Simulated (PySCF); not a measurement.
# C2H5BrSi: the cost of one run

The runs use PySCF 2.14.0, with density-fitted response routines of our own; the level of theory stands in each step. All values are computed, except where a source is named. Atoms count from 0, in the outputs and in this text.

## 1. Starting geometry

9 atoms, charge 0, multiplicity 1; geometry from: GFN2-xTB. The atoms were then displaced at random by about 0.01 Å, so the start is not that level's minimum.

Bonds of the start (Å): Br0–Si1 2.24, Si1–C2 1.89, C2–C3 1.55, C3–Si1 1.84, Si1–H4 1.43, C2–H5 1.07, C2–H6 1.07, C3–H7 1.09, C3–H8 1.06.

## 2. Geometry optimisation at PBE0-D3(BJ)/def2-SVP

What the job is given:

```
{"job": {"xc": "PBE0", "basis": "def2-SVP", "d3": "d3bj", "grid": 1, "shake": 0.01, "kind": "geom"}, "charge": 0, "multiplicity": 1}
Br     2.676410    -0.087390    -1.014550
Si     0.986740     0.010450     0.448890
C     -0.637770    -0.776280    -0.098740
C     -0.576720     0.775260    -0.157120
H      1.509500     0.063440     1.782720
H     -1.288100    -1.204720     0.637900
H     -0.677630    -1.286140    -1.041070
H     -1.258420     1.277990     0.532060
H     -0.676200     1.210240    -1.123810
```

Command:

```console
OMP_NUM_THREADS=1 python probes_run.py task.json out
```

One launch serves the whole session: the jobs run in the order shown.

**Question.** How long does this first job take on 1 thread of Arm Neoverse N1, shared host, and how much memory does it need?

About 69 s, with a peak of 0.42 GiB.
